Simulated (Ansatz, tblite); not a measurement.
**The cluster Ge2F5−: which isomer is lowest**

Which shape does the cluster Ge2F5− prefer? Candidates from a tight-binding search are relaxed and compared.

Method: relaxed with PBE0-D4/def2-SVPD, singlet; program: Ansatz 0.2.0, Gaussian basis.

3 further runs of the same task are left out: 3 set aside as unsound or not needed. Runs told in other sessions of the task aren't counted.

### 1 The system as given

7 atoms, charge -1, spin multiplicity 1.

Atoms are counted from 1 here; the program's logs count them from 0.

Bond lengths: Ge1–Ge2 2.410 Å, Ge1–F4 1.828 Å, Ge1–F6 1.826 Å, Ge2–F3 1.770 Å, Ge2–F5 1.805 Å, Ge2–F7 1.765 Å. Angles: Ge2–Ge1–F4 101.0°, Ge2–Ge1–F6 100.4°, F4–Ge1–F6 93.4°, Ge1–Ge2–F3 98.9°, Ge1–Ge2–F5 151.4°, Ge1–Ge2–F7 104.6°, F3–Ge2–F5 96.1°, F3–Ge2–F7 95.6°, F5–Ge2–F7 97.9°.

Geometry (Å):

```xyz
7
F5Ge2
Ge   -1.2907    0.1813    0.9543
Ge    0.7526   -0.0134   -0.3077
F     1.6722    1.2925    0.4559
F    -2.2944    1.2235   -0.1633
F     1.6590    0.0004   -1.8684
F    -2.1351   -1.3585    0.4536
F     1.6363   -1.3258    0.4755
```

The ion is computed in the gas phase, without counter-ions or solvent.

A search from random starts with GFN1-xTB found 4 distinct shapes; 2 go on here. The structure above is candidate A, which lies 0.00 eV above the lowest at that level; B lies 1.26 eV above the lowest at that level.

### 2 Relaxing candidate A

in.yaml reads:

```yaml
crystal:
  periodic: [false, false, false]
  atoms:
    - {symbol: Ge, position_ang: [-1.290720, 0.181280, 0.954320]}
    - {symbol: Ge, position_ang: [0.752620, -0.013440, -0.307710]}
    - {symbol: F, position_ang: [1.672220, 1.292500, 0.455940]}
    - {symbol: F, position_ang: [-2.294360, 1.223490, -0.163270]}
    - {symbol: F, position_ang: [1.658990, 0.000420, -1.868380]}
    - {symbol: F, position_ang: [-2.135050, -1.358470, 0.453560]}
    - {symbol: F, position_ang: [1.636310, -1.325780, 0.475540]}
basis:
  gaussian: {orbitals: def2-SVPD}
total_charge: -1
hamiltonian: {xc: pbe0, dispersion: d4}
scf: {lower_state_search: "off"}
output: {orbitals: {seedname: orbitals}}
relax: {f_tol: 0.02, max_steps: 100}
```

Run with:

```console
$ ansatz run in.yaml --threads 4 --pin off --events-out ev --progress --plain --max-ram 4787MiB
```

Output (excerpt; [...] marks lines left out):

```text
Functional definition: PBE0
  name "PBE0"
  cite "Adamo & Barone, J. Chem. Phys. 110, 6158 (1999) doi:10.1063/1.478522"
  cite "Perdew, Burke & Ernzerhof, Phys. Rev. Lett. 77, 3865 (1996) doi:10.1103/PhysRevLett.77.3865"
  parent pbe
[...]
1899 factors; integrals over basis functions are off by at most 2.3e-4 eV
[...]
mean field -126578.25607777 eV, -4651.6651130344 hartree, gradient 7.7e-6 eV, S^2 0.000000; 0 other end points of the search recorded, 0 dependent functions left out
[...]
reference -126578.25611854 eV, -4651.6651145327 hartree; 55, 55 occupied and 136, 136 virtual orbitals, 1899 factors
relax step   1: F+E_penalty+E_count = -126578.42610731 eV  Δ(F+E_penalty+E_count) = +0.000e0 eV  max|allowed force component| = 1.952e0 eV/Å  Δτ_max = 0.0000 Å  (15 SCF iters, accepted)
[...]
relax step   3: F+E_penalty+E_count = -126578.71514176 eV  Δ(F+E_penalty+E_count) = -2.579e-2 eV  max|allowed force component| = 6.511e-1 eV/Å  Δτ_max = 0.2000 Å  (20 SCF iters, accepted)
[...]
relax step   5: F+E_penalty+E_count = -126578.75347696 eV  Δ(F+E_penalty+E_count) = -3.109e-3 eV  max|allowed force component| = 6.605e-2 eV/Å  Δτ_max = 0.0507 Å  (20 SCF iters, accepted)
[...]
relax step   7: F+E_penalty+E_count = -126578.75849090 eV  Δ(F+E_penalty+E_count) = -2.536e-3 eV  max|allowed force component| = 2.709e-2 eV/Å  Δτ_max = 0.0184 Å  (21 SCF iters, accepted)
[...]
relax step   9: F+E_penalty+E_count = -126578.75961117 eV  Δ(F+E_penalty+E_count) = -1.385e-4 eV  max|allowed force component| = 9.687e-2 eV/Å  Δτ_max = 0.0893 Å  (20 SCF iters, accepted)
[...]
relax step  10: F+E_penalty+E_count = -126578.75994909 eV  Δ(F+E_penalty+E_count) = -3.379e-4 eV  max|allowed force component| = 2.812e-2 eV/Å  Δτ_max = 0.0275 Å  (21 SCF iters, accepted)
[...]
relax step  11: F+E_penalty+E_count = -126578.75997522 eV  Δ(F+E_penalty+E_count) = -2.614e-5 eV  max|allowed force component| = 5.981e-3 eV/Å  Δτ_max = 0.0091 Å  (22 SCF iters, accepted)
Total energy: -126578.76001625 eV, -4651.6836324319 hartree
Atom 0 at    -1.577084     0.091293     1.049812 Å, force    -0.004488    -0.002279    -0.005513 eV/Å
Atom 1 at     0.854645     0.001321    -0.084346 Å, force     0.002113     0.004486     0.001351 eV/Å
Atom 2 at     1.893784     1.399808     0.316084 Å, force    -0.000425    -0.004895    -0.000382 eV/Å
Atom 3 at    -2.186030     1.311954    -0.148953 Å, force     0.000054    -0.004474     0.004537 eV/Å
Atom 4 at     1.252706    -0.140317    -1.813824 Å, force     0.002428    -0.001574    -0.002768 eV/Å
Atom 5 at    -2.153128    -1.370353     0.138901 Å, force    -0.000615     0.005981     0.002475 eV/Å
Atom 6 at     1.915117    -1.293707     0.542326 Å, force     0.000934     0.002754     0.000298 eV/Å
Dipole moment:    -0.231360     0.047139     0.479789 e Å
Checks for a lower state left out: stability, starts, cluster_reference, orbital_swaps, neighbouring_geometries, increment
```

It took 53 s on 4 threads of Arm Neoverse V1, shared host; peak memory 0.67 GiB.

Along the way:

```csv
step,energy from step 1 (eV),largest force component (eV/Å)
1,0.0000,1.9517
2,-0.2632,0.7050
3,-0.2890,0.6511
4,-0.3243,0.3391
5,-0.3274,0.0660
6,-0.3298,0.1690
7,-0.3324,0.0271
8,-0.3334,0.0099
9,-0.3335,0.0969
10,-0.3338,0.0281
11,-0.3339,0.0060
```

The force was under the threshold of 0.02 eV/Å already at step 8, but the program went on to step 11.

Distances of close pairs at the start and the end, largest changes first:

| bond | before (Å) | after (Å) | change (Å) |
| --- | --- | --- | --- |
| Ge1–Ge2 | 2.410 | 2.685 | +0.275 |
| Ge2–F5 | 1.805 | 1.780 | -0.024 |
| Ge2–F7 | 1.765 | 1.787 | +0.022 |
| Ge2–F3 | 1.770 | 1.788 | +0.017 |
| Ge1–F4 | 1.828 | 1.816 | -0.012 |
| Ge1–F6 | 1.826 | 1.816 | -0.010 |

### 3 Relaxing candidate B

in.yaml reads:

```yaml
crystal:
  periodic: [false, false, false]
  atoms:
    - {symbol: Ge, position_ang: [-1.329110, -1.587100, 0.018930]}
    - {symbol: Ge, position_ang: [0.876220, 1.191850, 0.140780]}
    - {symbol: F, position_ang: [0.226500, -0.597750, -0.519530]}
    - {symbol: F, position_ang: [-1.002490, -1.345120, 1.775940]}
    - {symbol: F, position_ang: [2.587990, 0.643490, 0.192880]}
    - {symbol: F, position_ang: [1.052540, 1.844760, -1.522120]}
    - {symbol: F, position_ang: [-2.411650, -0.150140, -0.086880]}
basis:
  gaussian: {orbitals: def2-SVPD}
total_charge: -1
hamiltonian: {xc: pbe0, dispersion: d4}
scf: {lower_state_search: "off"}
output: {orbitals: {seedname: orbitals}}
relax: {f_tol: 0.02, max_steps: 100}
```

Same command.

Output (excerpt; [...] marks lines left out):

```text
Functional definition: PBE0
  name "PBE0"
  cite "Adamo & Barone, J. Chem. Phys. 110, 6158 (1999) doi:10.1063/1.478522"
  cite "Perdew, Burke & Ernzerhof, Phys. Rev. Lett. 77, 3865 (1996) doi:10.1103/PhysRevLett.77.3865"
  parent pbe
[...]
1898 factors; integrals over basis functions are off by at most 2.8e-4 eV
[...]
mean field -126578.66316987 eV, -4651.6800733931 hartree, gradient 1.5e-6 eV, S^2 0.000000; 0 other end points of the search recorded, 0 dependent functions left out
[...]
reference -126578.66320886 eV, -4651.6800748261 hartree; 55, 55 occupied and 136, 136 virtual orbitals, 1898 factors
relax step   1: F+E_penalty+E_count = -126578.83786057 eV  Δ(F+E_penalty+E_count) = +0.000e0 eV  max|allowed force component| = 4.627e-1 eV/Å  Δτ_max = 0.0000 Å  (16 SCF iters, accepted)
[...]
Total energy: -126578.87815713 eV, -4651.6879740294 hartree
Atom 0 at    -1.345103    -1.601833     0.002525 Å, force    -0.009290    -0.003926     0.003465 eV/Å
Atom 1 at     0.956082     1.319609     0.116136 Å, force    -0.002290     0.005685     0.005080 eV/Å
Atom 2 at     0.198720    -0.464146    -0.421481 Å, force     0.005911     0.000522    -0.003639 eV/Å
Atom 3 at    -1.036443    -1.476789     1.779867 Å, force    -0.001541    -0.001957    -0.000381 eV/Å
Atom 4 at     2.617714     0.609049     0.209623 Å, force     0.004113     0.000983    -0.002069 eV/Å
Atom 5 at     1.093033     1.813353    -1.619019 Å, force     0.003894     0.000683    -0.003206 eV/Å
Atom 6 at    -2.484002    -0.199252    -0.067652 Å, force    -0.000798    -0.001992     0.000749 eV/Å
Dipole moment:    -0.222481    -0.210940     0.037883 e Å
Checks for a lower state left out: stability, starts, cluster_reference, orbital_swaps, neighbouring_geometries, increment
```

Run time: 29 s. Hardware: 4 threads of Arm Neoverse V1, shared host; peak memory 0.67 GiB.

Step by step:

| step | energy from step 1 (eV) | largest force component (eV/Å) |
| --- | --- | --- |
| 1 | 0.0000 | 0.4627 |
| 2 | -0.0276 | 0.1737 |
| 3 | -0.0352 | 0.0870 |
| 4 | -0.0382 | 0.0585 |
| 5 | -0.0399 | 0.0341 |
| 6 | -0.0403 | 0.0093 |

Close pairs (by a distance rule), those that changed most:

```csv
bond,before (Å),after (Å),change (Å)
Ge1–F3,1.921,1.964,+0.043
Ge2–F6,1.795,1.809,+0.014
Ge2–F5,1.798,1.810,+0.011
Ge1–F7,1.802,1.808,+0.006
Ge1–F4,1.803,1.808,+0.005
Ge2–F3,2.015,2.011,-0.004
```

### 4 The relaxed candidates

```csv
candidate,point group,"bonds (count, mean Å)",energy above the lowest (eV)
A,Cs,"F–Ge 5, 1.80; Ge–Ge 1, 2.68",0.118
B,Cs,"F–Ge 6, 1.87",0.000
```

### 5 Candidate A, GFN1-xTB

Tight binding, by tblite at 300 K electronic temperature and without a spin-polarisation term:

```python
tblite.interface.Calculator('GFN1-xTB', numbers, positions, charge=-1, uhf=0).singlepoint()
```

Energy -801.6296 eV, HOMO -6.07 eV, LUMO -2.36 eV; 0.005 s.

### 6 Candidate A, GFN2-xTB

Tight binding, by tblite at 300 K electronic temperature and without a spin-polarisation term:

```python
tblite.interface.Calculator('GFN2-xTB', numbers, positions, charge=-1, uhf=0).singlepoint()
```

Energy -765.5098 eV, HOMO -6.50 eV, LUMO -2.00 eV; 0.005 s.

### 7 Candidate A, PBE0-D4/def2-TZVPD

start.molden holds the orbitals of an earlier run on this state, given as this run's starting guess.

in.yaml reads:

```yaml
crystal:
  periodic: [false, false, false]
  atoms:
    - {symbol: Ge, position_ang: [-1.577084, 0.091293, 1.049812]}
    - {symbol: Ge, position_ang: [0.854645, 0.001321, -0.084346]}
    - {symbol: F, position_ang: [1.893784, 1.399808, 0.316084]}
    - {symbol: F, position_ang: [-2.186030, 1.311954, -0.148953]}
    - {symbol: F, position_ang: [1.252706, -0.140317, -1.813824]}
    - {symbol: F, position_ang: [-2.153128, -1.370353, 0.138901]}
    - {symbol: F, position_ang: [1.915117, -1.293707, 0.542326]}
basis:
  gaussian: {orbitals: def2-TZVPD, initial_orbitals: start.molden}
total_charge: -1
hamiltonian: {xc: pbe0, dispersion: d4}
scf: {omitted_lower_state_checks: [starts]}
output: {orbitals: {seedname: orbitals}}
```

Launched as before.

Output:

```text
Functional definition: PBE0
  name "PBE0"
  cite "Adamo & Barone, J. Chem. Phys. 110, 6158 (1999) doi:10.1063/1.478522"
  cite "Perdew, Burke & Ernzerhof, Phys. Rev. Lett. 77, 3865 (1996) doi:10.1103/PhysRevLett.77.3865"
  parent pbe
  parameter a = 0.25
  parameter kappa = 0.804
  parameter beta = 0.06672455060314922
  exchange = (1 - a)*pbe_x(kappa = kappa, mu = beta*pi^2/3) + a*exact_x
  correlation = pbe_c(beta = beta)
these checks for a lower state are left out or cut short: starts
1837 factors; their error is unknown
mean field evaluation 1: about -126576.4475 eV, gradient 3.4e2 eV
mean field evaluation 2: about -126600.1175 eV, gradient 3.2e1 eV
mean field evaluation 4: about -126608.2246 eV, gradient 4.0e-1 eV
mean field evaluation 8: about -126608.7221 eV, gradient 6.8e-5 eV
mean field -126608.72212856 eV, -4652.7847197504 hartree, gradient 6.8e-5 eV, S^2 0.000000; 0 other end points of the search recorded, 0 dependent functions left out
reference -126608.72217939 eV, -4652.7847216184 hartree; 55, 55 occupied and 253, 253 virtual orbitals, 1837 factors
Total energy: -126608.89017737 eV, -4652.7908954302 hartree
Checks for a lower state left out: starts
```

Run time: 11 s. Hardware: 4 threads of Arm Neoverse V1, shared host; peak memory 1.4 GiB.

Report: HOMO -2.85 eV, LUMO 2.66 eV.

### 8 Candidate A, PBE-D4/def2-TZVPD

Changes to in.yaml since step 7:

```diff
@@ -13,4 +13,4 @@
 total_charge: -1
-hamiltonian: {xc: pbe0, dispersion: d4}
+hamiltonian: {xc: pbe, dispersion: d4}
 scf: {omitted_lower_state_checks: [starts]}
-output: {orbitals: {seedname: orbitals}}
+output: {forces: true, orbitals: {seedname: orbitals}}
```

The command is unchanged.

Output (excerpt; [...] marks lines left out):

```text
Functional definition: PBE
  name "PBE"
  cite "Perdew, Burke & Ernzerhof, Phys. Rev. Lett. 77, 3865 (1996) doi:10.1103/PhysRevLett.77.3865"
  parent pbe
[...]
1731 factors; their error is unknown
[...]
mean field -126606.47237493 eV, -4652.7020428296 hartree, gradient 1.2e-5 eV, S^2 0.000000; 0 other end points of the search recorded, 0 dependent functions left out
[...]
reference -126606.47243772 eV, -4652.7020451368 hartree; 55, 55 occupied and 253, 253 virtual orbitals, 1731 factors
Total energy: -126606.66809651 eV, -4652.7092354649 hartree
Atom 0 at    -1.577084     0.091293     1.049812 Å, force    -0.012861     0.022762     0.226340 eV/Å
Atom 1 at     0.854645     0.001321    -0.084346 Å, force    -0.173799     0.008695     0.071623 eV/Å
Atom 2 at     1.893784     1.399808     0.316084 Å, force     0.164459     0.283336     0.095026 eV/Å
Atom 3 at    -2.186030     1.311954    -0.148953 Å, force    -0.095836     0.183813    -0.106751 eV/Å
Atom 4 at     1.252706    -0.140317    -1.813824 Å, force     0.038501    -0.031204    -0.362710 eV/Å
Atom 5 at    -2.153128    -1.370353     0.138901 Å, force    -0.091213    -0.203945    -0.065840 eV/Å
Atom 6 at     1.915117    -1.293707     0.542326 Å, force     0.170749    -0.263458     0.142313 eV/Å
Dipole moment:    -0.231729     0.043713     0.446773 e Å
Checks for a lower state left out: starts
```

Wall time 6 s (4 threads of Arm Neoverse V1, shared host); peak memory 0.58 GiB.

Report: HOMO -1.80 eV, LUMO 1.96 eV.

### 9 Candidate A, r2SCAN-D4/def2-TZVPD

Changes to in.yaml since step 8:

```diff
@@ -13,4 +13,4 @@
 total_charge: -1
-hamiltonian: {xc: pbe, dispersion: d4}
+hamiltonian: {xc: r2scan, dispersion: d4}
 scf: {omitted_lower_state_checks: [starts]}
-output: {forces: true, orbitals: {seedname: orbitals}}
+output: {orbitals: {seedname: orbitals}}
```

The command is unchanged.

Output:

```text
Functional definition: r2SCAN
  name "r2SCAN"
  cite "Furness, Kaplan, Ning, Perdew & Sun, J. Phys. Chem. Lett. 11, 8208 (2020) doi:10.1021/acs.jpclett.0c02405"
  cite "Furness, Kaplan, Ning, Perdew & Sun, J. Phys. Chem. Lett. 11, 9248 (2020) doi:10.1021/acs.jpclett.0c03077"
  parent r2scan
  parameter k0 = 0.174
  parameter k1 = 0.065
  parameter a1 = 4.9479
  exchange = r2scan_x(k0 = k0, k1 = k1, a1 = a1)
  correlation = r2scan_c
these checks for a lower state are left out or cut short: starts
1731 factors; their error is unknown
mean field evaluation 1: about -126629.9985 eV, gradient 9.5e0 eV
mean field evaluation 2: about -126630.0652 eV, gradient 9.9e-2 eV
mean field evaluation 4: about -126630.0627 eV, gradient 1.6e-4 eV
mean field -126630.06265291 eV, -4653.5689695552 hartree, gradient 1.1e-5 eV, S^2 0.000000; 0 other end points of the search recorded, 0 dependent functions left out
reference -126630.06267623 eV, -4653.5689704121 hartree; 55, 55 occupied and 253, 253 virtual orbitals, 1731 factors
Total energy: -126630.10956421 eV, -4653.5706935136 hartree
Checks for a lower state left out: starts
```

Wall time 9.5 s (4 threads of Arm Neoverse V1, shared host); peak memory 0.62 GiB.

HOMO -2.01 eV, LUMO 2.18 eV.

### 10 Candidate A, BHLYP-D4/def2-TZVPD

Changes to in.yaml since step 9:

```diff
@@ -13,3 +13,3 @@
 total_charge: -1
-hamiltonian: {xc: r2scan, dispersion: d4}
+hamiltonian: {xc: {name: BHLYP}, dispersion: d4}
 scf: {omitted_lower_state_checks: [starts]}
```

Launched as before.

Output:

```text
Functional definition: BHLYP
  name "BHLYP"
  cite "Becke, J. Chem. Phys. 98, 1372 (1993) doi:10.1063/1.464304"
  cite "Becke, Phys. Rev. A 38, 3098 (1988) doi:10.1103/PhysRevA.38.3098"
  cite "Lee, Yang & Parr, Phys. Rev. B 37, 785 (1988) doi:10.1103/PhysRevB.37.785"
  parameter a = 0.5
  exchange = (1 - a)*b88_x + a*exact_x
  correlation = lyp_c
these checks for a lower state are left out or cut short: starts
2015 factors; their error is unknown
mean field evaluation 1: about -126628.6450 eV, gradient 1.4e1 eV
mean field evaluation 2: about -126628.8340 eV, gradient 3.1e-1 eV
mean field evaluation 4: about -126629.8450 eV, gradient 4.6e-1 eV
mean field evaluation 8: about -126629.8451 eV, gradient 1.4e-5 eV
mean field -126629.84506045 eV, -4653.5609731798 hartree, gradient 1.4e-5 eV, S^2 0.000000; 0 other end points of the search recorded, 0 dependent functions left out
reference -126629.84528364 eV, -4653.5609813818 hartree; 55, 55 occupied and 253, 253 virtual orbitals, 2015 factors
Total energy: -126630.12329142 eV, -4653.5711979794 hartree
Checks for a lower state left out: starts
```

Run time: 13 s. Hardware: 4 threads of Arm Neoverse V1, shared host; peak memory 1.5 GiB.

Report: HOMO -3.88 eV, LUMO 3.31 eV.

### 11 Candidate A, B97M-V/def2-TZVPD

Changes to in.yaml since step 10:

```diff
@@ -13,3 +13,3 @@
 total_charge: -1
-hamiltonian: {xc: {name: BHLYP}, dispersion: d4}
+hamiltonian: {xc: {name: B97M-V}}
 scf: {omitted_lower_state_checks: [starts]}
```

Launched as before.

Output (excerpt; [...] marks lines left out):

```text
Functional definition: B97M-V
  name "B97M-V"
  cite "Mardirossian & Head-Gordon, J. Chem. Phys. 142, 074111 (2015) doi:10.1063/1.4907719"
  cite "Becke, J. Chem. Phys. 107, 8554 (1997) doi:10.1063/1.475007"
  cite "Vydrov & Van Voorhis, J. Chem. Phys. 133, 244103 (2010) doi:10.1063/1.3521275"
  # Of w^i u^j: cxij and so on, Table III.
[...]
  gx(w, u) = cx00 + cx01*u + cx02*u^2 + (cx10 + cx11*u)*w
  gss(w, u) = css00 + css02*u^2 + css10*w + (css32*w^3 + css42*w^4)*u^2
  gos(w, u) = cos00 + cos01*u + cos03*u^3 + cos10*w + cos32*w^3*u^2
[...]
      + integral(e_c_pw_mod_opposite_spin*gos(b97_w_opposite, b97_u_opposite)) + vv10(b, c)
[...]
1731 factors; their error is unknown
[...]
mean field -126609.73179619 eV, -4652.8218243514 hartree, gradient 5.6e-5 eV, S^2 0.000000; 0 other end points of the search recorded, 0 dependent functions left out
reference -126609.73189323 eV, -4652.8218279175 hartree; 55, 55 occupied and 253, 253 virtual orbitals, 1731 factors
Total energy: -126609.73189323 eV, -4652.8218279175 hartree
Checks for a lower state left out: starts
```

Run time: 16 s. Hardware: 4 threads of Arm Neoverse V1, shared host; peak memory 0.69 GiB.

From the report: HOMO -2.02 eV, LUMO 2.12 eV.

### 12 Candidate A, MP2/def2-TZVPD

Changes to in.yaml since step 11:

```diff
@@ -13,3 +13,3 @@
 total_charge: -1
-hamiltonian: {xc: {name: B97M-V}}
+correlation: {method: mp2}
 scf: {omitted_lower_state_checks: [starts]}
```

Launched as before.

Output:

```text
Functional definition: HF
  name "HF"
  cite "Fock, Z. Phys. 61, 126 (1930) doi:10.1007/BF01340294"
  parent pbe
  exchange = exact_x
  correlation = 0
these checks for a lower state are left out or cut short: starts
1969 factors; integrals over basis functions are off by at most 1.0e-3 eV
mean field evaluation 1: about -126488.6673 eV, gradient 4.6e1 eV
mean field evaluation 2: about -126490.4850 eV, gradient 2.2e0 eV
mean field evaluation 4: about -126490.8427 eV, gradient 2.4e0 eV
mean field evaluation 8: about -126490.8494 eV, gradient 6.0e-4 eV
mean field -126490.84942189 eV, -4648.4529776773 hartree, gradient 9.5e-6 eV, S^2 0.000000; 0 other end points of the search recorded, 0 dependent functions left out
23 core orbitals not correlated: weight in the atoms' cores, before any rotation towards them, 1.000 or more for the frozen orbitals, at most 0.000 for the correlated occupied ones
reference -126490.84942189 eV, -4648.4529776773 hartree; 32, 32 occupied and 253, 253 virtual orbitals, 1969 factors
second order -48.00455402 eV of doubles, -0.00000000 eV of singles
Total energy: -126538.85397591 eV, -4650.2171124990 hartree
Checks for a lower state left out: starts
```

Run time: 14 s. Hardware: 4 threads of Arm Neoverse V1, shared host; peak memory 1.1 GiB.

Hartree-Fock HOMO -5.16 eV, LUMO 4.92 eV.

### 13 A against B

The energies of B at these levels come from its own runs, whose logs aren't repeated here.

```csv
level,A above B (eV),time
GFN1-xTB,-1.006,0.011 s
GFN2-xTB,+0.568,0.01 s
HF/def2-TZVPD,+0.143,
PBE-D4/def2-TZVPD,+0.104,11 s
r2SCAN-D4/def2-TZVPD,+0.078,21 s
B97M-V/def2-TZVPD,+0.140,31 s
PBE0-D4/def2-TZVPD,+0.056,22 s
BHLYP-D4/def2-TZVPD,+0.187,26 s
MP2/def2-TZVPD,+0.106,27 s
```

Times add the two runs; a level without a time comes out of a correlated run.

### 14 Outcome

```
                                                         quantity                value
A above B, range of the levels free of doubt, tight binding aside  +0.056 to +0.187 eV
                                          levels that put A lower             GFN1-xTB
```

In words: The levels disagree on A and B: 1 of 9 put A lower. A random search of this size may have missed the true lowest shape. Only singlets are compared; another spin may lie lower and prefer another shape.
